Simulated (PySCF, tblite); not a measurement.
# C6H14NPSi: geometry, infrared bands and NMR shifts

Wanted: the infrared bands and NMR shifts of C6H14NPSi (`C=C[C@@H]1C[C@H]([SiH3])CP1N`), by calculation.

The runs use tblite 0.8.0 and PySCF 2.14.0, with density-fitted response routines of our own; the level of theory stands in each step. All values are computed, except where a source is named. Atoms count from 0, in the outputs and in this text.

## (1) Starting geometry

23 atoms, charge 0, multiplicity 1; geometry from: force field or distance geometry start.

Bonds of the start (Å): C0–C1 1.33, C1–C2 1.52, C2–C3 1.53, C3–C4 1.55, C4–Si5 1.87, C4–C6 1.55, C6–P7 1.87, P7–N8 1.71, P7–C2 1.87, C0–H9 1.10, C0–H10 1.07, C1–H11 1.09, C2–H12 1.10, C3–H13 1.10, C3–H14 1.09, C4–H15 1.10, Si5–H16 1.48, Si5–H17 1.49, Si5–H18 1.48, C6–H19 1.10, C6–H20 1.09, N8–H21 1.03, N8–H22 1.01.

## (2) Relaxing the molecule with GFN2-xTB

What the job is given:

```
{"job": {"kind": "relax", "xc": "GFN2-xTB", "basis": "xTB"}, "charge": 0, "multiplicity": 1}
C     -1.977900     2.596000    -0.381000
C     -2.155800     1.307200    -0.086600
C     -1.093300     0.343600     0.416200
C      0.361700     0.808400     0.455700
C      1.215200    -0.478200     0.364200
Si     3.065700    -0.192300     0.371100
C      0.708700    -1.182200    -0.916000
P     -1.152600    -0.978700    -0.909200
N     -1.537000    -2.324900     0.078900
H     -2.836900     3.196500    -0.700600
H     -1.030000     3.097800    -0.317400
H     -3.169100     0.903300    -0.142200
H     -1.407700    -0.056400     1.396200
H      0.562300     1.343500     1.394300
H      0.606200     1.493300    -0.357800
H      0.993300    -1.108100     1.240400
H      3.787300    -1.484700     0.270300
H      3.468200     0.476700     1.635400
H      3.459500     0.670400    -0.767200
H      1.011800    -2.236800    -0.946500
H      1.081200    -0.688800    -1.814300
H     -2.519100    -2.287100     0.378500
H     -1.446500    -3.191400    -0.424700
```

Started as:

```
$ OMP_NUM_THREADS=1 python probes_run.py task.json out
```

One launch serves the whole session: the jobs run in the order shown.

The log of the run:

```text
step      E/eV     max force
  0    -738.20035    1.194
  1    -738.27524    0.727
  2    -738.31015    0.598
  3    -738.33098    0.353
  4    -738.34173    0.282
  5    -738.34962    0.256
  6    -738.35564    0.239
  7    -738.36224    0.186
  8    -738.36769    0.167
  9    -738.37200    0.132
 10    -738.37502    0.120
 11    -738.37783    0.143
 12    -738.38115    0.156
 13    -738.38454    0.142
 14    -738.38714    0.132
 15    -738.38912    0.118
 16    -738.39124    0.122
 17    -738.39367    0.114
 18    -738.39584    0.109
 19    -738.39737    0.108
 20    -738.39850    0.104
 21    -738.39965    0.086
 22    -738.40082    0.102
 23    -738.40166    0.073
 24    -738.40216    0.049
 25    -738.40251    0.038
 26    -738.40285    0.049
 27    -738.40315    0.043
 28    -738.40338    0.037
 29    -738.40359    0.039
 30    -738.40386    0.039
 31    -738.40422    0.054
 32    -738.40463    0.052
 33    -738.40502    0.042
 34    -738.40539    0.042
 35    -738.40578    0.058
 36    -738.40622    0.070
 37    -738.40660    0.051
 38    -738.40686    0.029
 39    -738.40704    0.027
 40    -738.40721    0.042
 41    -738.40739    0.044
 42    -738.40756    0.029
 43    -738.40770    0.026
 44    -738.40786    0.031
 45    -738.40804    0.045
 46    -738.40820    0.040
 47    -738.40830    0.022
 48    -738.40837    0.020
 49    -738.40845    0.024
 50    -738.40855    0.037
 51    -738.40866    0.036
 52    -738.40874    0.025
 53    -738.40880    0.017
 54    -738.40886    0.021
 55    -738.40894    0.028
 56    -738.40905    0.033
 57    -738.40918    0.033
 58    -738.40933    0.029
 59    -738.40949    0.033
 60    -738.40964    0.034
 61    -738.40976    0.033
 62    -738.40988    0.031
 63    -738.41003    0.034
 64    -738.41022    0.037
 65    -738.41041    0.037
 66    -738.41058    0.036
 67    -738.41074    0.038
 68    -738.41088    0.031
 69    -738.41103    0.028
 70    -738.41116    0.023
 71    -738.41129    0.023
 72    -738.41142    0.028
 73    -738.41157    0.033
 74    -738.41171    0.033
 75    -738.41181    0.022
 76    -738.41190    0.023
 77    -738.41199    0.020
 78    -738.41208    0.024
 79    -738.41217    0.021
 80    -738.41225    0.029
 81    -738.41231    0.024
 82    -738.41239    0.027
 83    -738.41250    0.027
 84    -738.41261    0.021
 85    -738.41266    0.016
 86    -738.41269    0.011
 87    -738.41273    0.011
 88    -738.41276    0.014
 89    -738.41278    0.013
 90    -738.41279    0.006
```

Wall time 0.76 s (1 thread of Intel Xeon 6975P-C, shared host); peak memory 0.18 GiB.

Relaxation path: (not every step is listed)

```csv
step,energy from step 0 (eV),largest force (eV/Å)
0,0.0000,1.1938
1,-0.0749,0.7271
2,-0.1098,0.5979
3,-0.1306,0.3535
4,-0.1414,0.2824
5,-0.1493,0.2556
6,-0.1553,0.2393
7,-0.1619,0.1863
8,-0.1673,0.1668
15,-0.1888,0.1185
22,-0.2005,0.1017
29,-0.2032,0.0393
36,-0.2059,0.0701
43,-0.2074,0.0259
50,-0.2082,0.0369
57,-0.2088,0.0327
64,-0.2099,0.0372
71,-0.2109,0.0227
78,-0.2117,0.0238
85,-0.2123,0.0164
86,-0.2123,0.0112
87,-0.2124,0.0112
88,-0.2124,0.0137
89,-0.2124,0.0130
90,-0.2124,0.0065
```

Close pairs (by a distance rule), those that changed most:

```csv
bond,before (Å),after (Å),change (Å)
C1–C2,1.520,1.491,-0.029
C4–Si5,1.872,1.901,+0.028
C2–P7,1.873,1.898,+0.025
C3–C4,1.547,1.524,-0.023
Si5–H17,1.486,1.463,-0.022
C4–C6,1.546,1.525,-0.021
P7–N8,1.714,1.733,+0.020
Si5–H16,1.484,1.464,-0.020
```

The end geometry stands in the next job.

## (3) Vibrational analysis with GFN2-xTB

What the job is given:

```
{"job": {"kind": "ir", "xc": "GFN2-xTB", "basis": "xTB"}, "charge": 0, "multiplicity": 1}
C     -1.885802     2.677915    -0.289839
C     -2.131788     1.388310    -0.144681
C     -1.163719     0.331676     0.265727
C      0.294120     0.763345     0.425943
C      1.141723    -0.500065     0.334904
Si     3.013982    -0.172752     0.368698
C      0.687408    -1.180524    -0.952419
P     -1.172736    -1.119417    -0.957526
N     -1.399447    -2.354224     0.237657
H     -2.658128     3.364745    -0.592187
H     -0.916182     3.109726    -0.111192
H     -3.133836     1.016101    -0.330604
H     -1.518632    -0.113751     1.205575
H      0.442019     1.287194     1.372047
H      0.566103     1.438450    -0.388945
H      0.864480    -1.150970     1.171650
H      3.723475    -1.448883     0.261986
H      3.363780     0.492851     1.624238
H      3.374360     0.684803    -0.762735
H      1.029014    -2.213417    -1.035474
H      1.040959    -0.633849    -1.830667
H     -2.372756    -2.376039     0.532221
H     -1.193149    -3.264241    -0.166657
```

The log of the run:

```text
mode    cm-1     km/mol
  1      62.2      0.29
  2      71.1      0.41
  3      97.3      0.11
  4     109.8      0.20
  5     149.0      0.04
  6     199.4     17.41
  7     231.6     13.45
  8     236.1     15.62
  9     273.7      0.65
 10     311.7      1.03
 11     347.1      0.44
 12     415.2      3.28
 13     432.0      1.77
 14     505.5      2.00
 15     540.6     56.14
 16     550.0     52.05
 17     602.7      5.75
 18     709.8     12.12
 19     723.1     13.51
 20     758.8     46.52
 21     775.0    203.11
 22     780.4    264.69
 23     787.1    161.70
 24     808.4    252.56
 25     821.1     17.40
 26     864.0    122.15
 27     888.7      9.36
 28     913.3     23.09
 29     941.1      9.81
 30     981.2     13.15
 31     993.2      2.48
 32    1010.6      2.17
 33    1017.8     10.54
 34    1062.7      9.25
 35    1101.2      3.82
 36    1121.2      5.57
 37    1146.6      4.47
 38    1179.9     22.96
 39    1197.3      8.32
 40    1234.4      2.00
 41    1276.2      4.75
 42    1295.9      1.50
 43    1303.2      4.17
 44    1333.9      2.03
 45    1419.8      3.34
 46    1446.7      0.65
 47    1492.1      0.32
 48    1493.3     45.58
 49    1710.6     30.55
 50    2256.4    327.80
 51    2263.2    263.79
 52    2266.4    299.93
 53    2870.6     18.06
 54    2923.0     23.55
 55    2947.4     23.68
 56    2962.8     66.60
 57    2972.0     19.49
 58    2974.8     45.04
 59    3022.6     40.20
 60    3107.7     24.91
 61    3128.8     51.81
 62    3347.3      1.66
 63    3367.8      0.51
```

Wall time 1.1 s (1 thread of Intel Xeon 6975P-C, shared host); peak memory 0.18 GiB.

The strongest bands and the atoms that carry them (share of the mass-weighted mode):

```csv
cm⁻¹,km/mol,atoms
775,203.1,"H18 31 %, H17 20 %, H16 19 %"
780,264.7,"H17 43 %, H16 40 %"
787,161.7,"H18 58 %, H16 22 %, H17 16 %"
808,252.6,"C4 20 %, Si5 18 %, C6 11 %, H17 11 %"
864,122.2,"H22 46 %, H21 28 %, N8 16 %"
2256,327.8,H18 94 %
2263,263.8,H16 95 %
2266,299.9,H17 96 %
```

## (4) NMR shieldings: PBE0/pcSseg-1

The job, as its differences from that of step 3:

```diff
@@ -1,2 +1,2 @@
-{"job": {"kind": "ir", "xc": "GFN2-xTB", "basis": "xTB"}, "charge": 0, "multiplicity": 1}
+{"job": {"kind": "nmr", "xc": "PBE0", "basis": "pcSseg-1"}, "charge": 0, "multiplicity": 1}
 C     -1.885802     2.677915    -0.289839
```

Method: GIAO PBE0/pcSseg-1 NMR shielding, non-relativistic, gas phase.

The log of the run:

```text
coarse grid: 19512 points
cycle   1  E = -921.8459996357  dE =  9.900e-01  |g| = 5.343e-01  |ddm| = 4.423e+00
cycle   2  E = -921.8101431924  dE =  3.586e-02  |g| = 6.642e-01  |ddm| = 1.090e+00
cycle   3  E = -921.9161586245  dE = -1.060e-01  |g| = 7.051e-02  |ddm| = 7.032e-01
cycle   4  E = -921.9172165773  dE = -1.058e-03  |g| = 2.871e-02  |ddm| = 1.208e-01
cycle   5  E = -921.9174246650  dE = -2.081e-04  |g| = 5.164e-03  |ddm| = 3.459e-02
cycle   6  E = -921.9174303002  dE = -5.635e-06  |g| = 2.276e-03  |ddm| = 8.589e-03
final grid: 177304 points
cycle   7  E = -921.9700864477  dE = -5.045e-05  |g| = 1.112e-02  |ddm| = 4.392e-02
cycle   8  E = -921.9700587678  dE =  2.768e-05  |g| = 1.528e-02  |ddm| = 2.692e-02
cycle   9  E = -921.9701178489  dE = -5.908e-05  |g| = 1.434e-03  |ddm| = 1.686e-02
cycle  10  E = -921.9701183303  dE = -4.814e-07  |g| = 4.242e-04  |ddm| = 1.700e-03
cycle  11  E = -921.9701183725  dE = -4.219e-08  |g| = 1.414e-04  |ddm| = 5.137e-04
cycle  12  E = -921.9701183771  dE = -4.668e-09  |g| = 4.141e-05  |ddm| = 1.844e-04
cycle  13  E = -921.9701183776  dE = -4.363e-10  |g| = 5.836e-06  |ddm| = 5.594e-05
converged SCF energy = -921.9701183776

GIAO shielding tensors (ppm)
atom      isotropic    diamagn.    paramagn.     s11        s22        s33       span
  0 C       71.412     254.148    -182.736    -37.517     81.679    170.075    207.593
  1 C       37.789     253.769    -215.980    -83.681     42.697    154.352    238.033
  2 C      121.681     252.043    -130.362    107.015    109.987    148.041     41.025
  3 C      149.167     249.612    -100.445    124.339    152.386    170.775     46.436
  4 C      163.260     252.706     -89.446    132.751    171.645    185.384     52.633
  5 Si     414.574     880.248    -465.674    373.591    398.610    471.522     97.931
  6 C      144.809     255.533    -110.724    126.917    141.970    165.540     38.623
  7 P      242.442     966.053    -723.611    186.289    253.834    287.204    100.915
  8 N      231.121     318.697     -87.576    170.299    231.225    291.839    121.540
  9 H       26.470      27.194      -0.724     24.046     24.993     30.370      6.325
 10 H       26.546      32.752      -6.206     23.399     24.352     31.886      8.487
 11 H       24.848      30.078      -5.231     22.068     23.292     29.183      7.116
 12 H       29.241      33.486      -4.245     26.445     27.914     33.363      6.918
 13 H       29.408      33.382      -3.973     23.973     28.310     35.942     11.970
 14 H       30.355      34.963      -4.608     24.611     30.678     35.777     11.166
 15 H       29.132      33.204      -4.073     24.265     29.235     33.894      9.629
 16 H       27.751      28.910      -1.159     23.892     25.805     33.556      9.664
 17 H       27.524      28.953      -1.429     23.548     25.427     33.595     10.047
 18 H       28.049      29.365      -1.316     24.755     26.389     33.003      8.248
 19 H       30.128      32.823      -2.695     25.168     28.804     36.411     11.244
 20 H       30.417      33.192      -2.775     25.512     29.439     36.300     10.788
 21 H       31.669      31.863      -0.194     23.560     29.330     42.117     18.557
 22 H       32.023      31.491       0.532     23.611     29.111     43.347     19.735
```

It took 52 s on 1 thread of Intel Xeon 6975P-C, shared host; peak memory 1.1 GiB.

Shifts follow as δ = σ(reference) − σ, with reference shieldings (ppm) from runs at the same level and on the same kind of geometry: 1H TMS 31.72, 13C TMS 186.9, 29Si TMS 349.2, 15N NH3 267.7, 31P H3PO4 318.4. The references are single molecules in the gas phase, so shifts against H2O, NH3, PH3, H3PO4 or CFCl3 are not on the usual liquid scales and can be off by tens of ppm. Atoms listed in one row are averaged.

```csv
atoms,environment,σ (ppm),δ (ppm),δ scaled to CDCl3
C1,alkene CH,37.8,149.1,143.6
C0,terminal =CH2 carbon,71.4,115.5,110.8
C2,allylic sp3 CH bonded to P,121.7,65.2,61.8
C6,sp3 CH2 bonded to P,144.8,42.1,39.2
C3,sp3 CH2 in a ring,149.2,37.8,34.9
C4,sp3 CH bonded to Si,163.3,23.7,21.2
H11,hydrogen on an alkene CH,24.85,6.87,6.58
H9,hydrogen on a terminal =CH2 carbon,26.47,5.25,5.05
H10,hydrogen on a terminal =CH2 carbon,26.55,5.17,4.98
"H16, H17, H18",hydrogen on a silicon bonded to C,27.77,3.94,–
H15,hydrogen on an sp3 CH bonded to Si,29.13,2.59,2.54
H12,hydrogen on an allylic sp3 CH bonded to P,29.24,2.48,2.44
H13,hydrogen on an sp3 CH2 in a ring,29.41,2.31,2.28
H19,hydrogen on an sp3 CH2 bonded to P,30.13,1.59,1.60
H14,hydrogen on an sp3 CH2 in a ring,30.36,1.36,1.39
H20,hydrogen on an sp3 CH2 bonded to P,30.42,1.30,1.33
"H21, H22",hydrogen on a nitrogen bonded to P,31.85,-0.13,–
Si5,"silicon bonded to C, 3 H",414.6,-65.4,–
P7,"phosphorus bonded to 2 C, N, in a 5-membered ring",242.4,75.9,–
N8,"nitrogen bonded to P, 2 H",231.1,36.6,–
```

The scaled column applies a straight-line fit of computed shieldings to shifts measured in CDCl3 (root-mean-square error 0.16 ppm for H, 1.9 ppm for C).

Charges from the same density, by scheme (e):

```csv
atoms,Mulliken,IAO,Hirshfeld,ESP fit
C0,-0.15,-0.34,-0.11,-0.28
C1,-0.14,-0.13,-0.05,-0.66
C2,-0.49,-0.28,-0.07,0.90
C3,-0.12,-0.25,-0.07,-0.45
C4,-0.51,-0.37,-0.11,-0.23
Si5,0.53,0.59,0.31,0.25
C6,-0.42,-0.44,-0.12,0.17
P7,0.57,0.58,0.17,-0.30
N8,-0.60,-0.78,-0.27,-1.05
```

Mayer bond orders: C0–C1 2.01, C1–C2 1.01, C2–C3 1.01, C3–C4 1.01, C4–Si5 0.89, C4–C6 1.00, C6–P7 0.96, P7–N8 0.89, P7–C2 0.90.

Ring of atoms C2, C3, C4, C6, P7: NICS(0) -4.5, NICS(1) -3.8, NICS(1)zz -2.1 ppm (means of both faces; NICS(1) differs between them: -5.0 and -2.6).

Orbitals, density, ELF and potential are computed afterwards from the orbital file.

Frontier orbitals at PBE0/pcSseg-1, with the share of their density that lies nearest to each atom:

```csv
orbital,energy (eV),lies on
HOMO,-5.97,"P7 47 %; N8 25 %; C2, C6 about 6 % each"
LUMO,0.47,"C0, C1 about 27 % each; P7 9 %; H9, H10 about 8 % each"
```

ELF in a plane through or near 8 of the atoms.

Ten even steps from ' ' (0.00) to '@' (1.00):
```
                                                        
                                                        
                                                        
                                                        
                                  ..==::                
              ::::..            ..@@@@@@--....          
          ..::--==--..    --==    %%@@@@++**%%**        
      ..--++--==%%  --..::##%%==    ++==--##%%**..      
    ..%%@@@@@@==##..%%****::::++::..**@@%%--::          
    --@@@@@@@@**--%%##..##**++%%++%%--::++::            
      ##@@@@@@::..--++==++..------++**##@@@@%%          
        ==**::      ::--::  --%%##==..**@@@@@@          
                          ::------..    ==##--          
                        --####**..                      
                      ::****::##**--                    
                    ..%%@@@@##**%%**                    
                      **@@%%--..::..                    
                        ....                            
                                                        
                                                        
```
The map spans 13.2 Å across and 12.1 Å up, centred on the molecule. Atoms in the plane (x, y in Å): C1 (2.5, 0.3), C2 (1.2, -0.2), C3 (0.1, 0.8), C4 (-1.3, 0.1), Si5 (-2.8, 1.2), N8 (0.2, -2.7), H16 (-4.0, 0.4), H22 (-0.4, -3.5).

log10 of the density (e/Å³) in the same plane.

Values, 10 rows by 14 columns:
```
-4.0 -4.0 -4.0 -4.0 -4.0 -4.0 -4.0 -4.0 -4.0 -4.0 -4.0 -4.0 -4.0 -4.0
-4.0 -4.0 -4.0 -4.0 -3.9 -4.0 -4.0 -4.0 -4.0 -4.0 -4.0 -4.0 -4.0 -4.0
-4.0 -4.0 -3.4 -2.6 -2.3 -2.6 -3.2 -3.2 -2.7 -2.0 -2.3 -2.9 -3.8 -4.0
-4.0 -3.2 -2.3 -1.1 -0.6 -1.3 -1.6 -1.1 -1.3  0.0 -0.4 -1.0 -2.4 -4.0
-3.9 -2.4 -1.0 -0.1  1.4 -0.2 -0.1  0.7 -0.6  0.0  0.1 -1.1 -2.5 -4.0
-4.0 -2.6 -1.4 -0.9 -1.1  0.0  0.0 -0.4  1.2  0.0  0.1 -1.2 -3.1 -4.0
-4.0 -3.7 -3.0 -2.7 -2.0 -1.2 -1.0 -0.4 -0.6 -1.5 -1.5 -2.2 -3.6 -4.0
-4.0 -4.0 -4.0 -4.0 -3.2 -1.9 -0.4  0.9 -0.4 -2.1 -3.3 -4.0 -4.0 -4.0
-4.0 -4.0 -4.0 -4.0 -4.0 -2.5 -1.2 -1.1 -1.6 -3.0 -4.0 -4.0 -4.0 -4.0
-4.0 -4.0 -4.0 -4.0 -4.0 -4.0 -3.8 -3.7 -4.0 -4.0 -4.0 -4.0 -4.0 -4.0
```
The map spans 13.2 Å across and 12.1 Å up, centred on the molecule. Atoms in the plane (x, y in Å): C1 (2.5, 0.3), C2 (1.2, -0.2), C3 (0.1, 0.8), C4 (-1.3, 0.1), Si5 (-2.8, 1.2), N8 (0.2, -2.7), H16 (-4.0, 0.4), H22 (-0.4, -3.5).

On the surface of density 0.002 e/bohr³ the electrostatic potential runs, from the 1st to the 99th percentile, from -1.19 V near N8 to 1.55 V near H22.

## (5) Results

```
                                                              quantity                                                                  value
                             strongest single infrared mode (GFN2-xTB)                                                  2256 cm⁻¹, 328 km/mol
                                          zero-point energy (GFN2-xTB)                                                         114.6 kcal/mol
                                13C shifts against TMS (PBE0/pcSseg-1)                               149.1, 115.5, 65.2, 42.1, 37.8, 23.7 ppm
1H shifts against TMS (PBE0/pcSseg-1, means over atoms taken as alike)  6.87, 5.25, 5.17, 3.94, 2.59, 2.48, 2.31, 1.59, 1.36, 1.30, -0.13 ppm
                               29Si shifts against TMS (PBE0/pcSseg-1)                                                              -65.4 ppm
                              31P shifts against H3PO4 (PBE0/pcSseg-1)                                                               75.9 ppm
                                15N shifts against NH3 (PBE0/pcSseg-1)                                                               36.6 ppm
                                 surface potential, 1st and 99th percentile                                                     -1.19 V and 1.55 V
```

In words: Relaxing lowered the energy by 0.212 eV in 90 steps; the close pair that moved most is C1–C2, from 1.520 to 1.491 Å. No mode is imaginary among the 63: a minimum at this level. The strongest single mode, at 2256 cm⁻¹, moves mainly H18. GFN2-xTB is a fitted tight-binding method: band positions and strengths are rough. Its intensities can rank the bands wrongly. The most deshielded carbon is C1 (alkene CH), at 149.1 ppm: the olefinic region. H11 (hydrogen on an alkene CH) lies farthest downfield among hydrogen, at 6.87 ppm; olefinic region. At PBE0/pcSseg-1: The largest span, 238 ppm, is at C1, where the paramagnetic term is -216 ppm.
